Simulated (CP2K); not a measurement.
WF:

```xyz
2
Lattice="5.3093 0.0000 0.0000 4.6065 2.6398 0.0000 4.6065 1.2264 2.3377" Properties=species:S:1:pos:R:3 pbc="T T T"
W    11.8228    3.1475    1.9031
F    13.6091    3.6231    2.1907
```

The cell was built by a generator and needn't be a form met in nature.

Base run:

```yaml
Program: CP2K 2026.2
Functional: r2SCAN
Potentials_or_basis: POTENTIAL_UZH W GTH-PBE-q14, F GTH-PBE-q7; TZVP-MOLOPT-PBE-GTH basis
Density_cutoff: 14966 eV
k_mesh: 11 × 11 × 11
Occupations: fermi-dirac, width 0.05 eV
Spin: no spin polarisation
```

Its results: band gap on the k mesh none (metal or under the smearing width); pressure -3.8 GPa; largest force 0.516 eV/Å.

Q: After a change of settings the same cell gave: band gap on the k mesh none (metal or under the smearing width); pressure 2.1 GPa; largest force 0.120 eV/Å. Which change was it?
A. functional from r2SCAN to RPBE
B. functional from r2SCAN to PBEsol
C. functional from r2SCAN to PBE
D. functional from r2SCAN to LDA

A: A.

Caveats: the potentials were made for another functional, which shifts forces and pressure; the basis of atomic orbitals isn't converged, which shifts pressures, moduli and gaps; an odd number of electrons without spin polarisation forces a metal; a magnetic or distorted state may lie lower.

Not every run made on this cell is shown here.
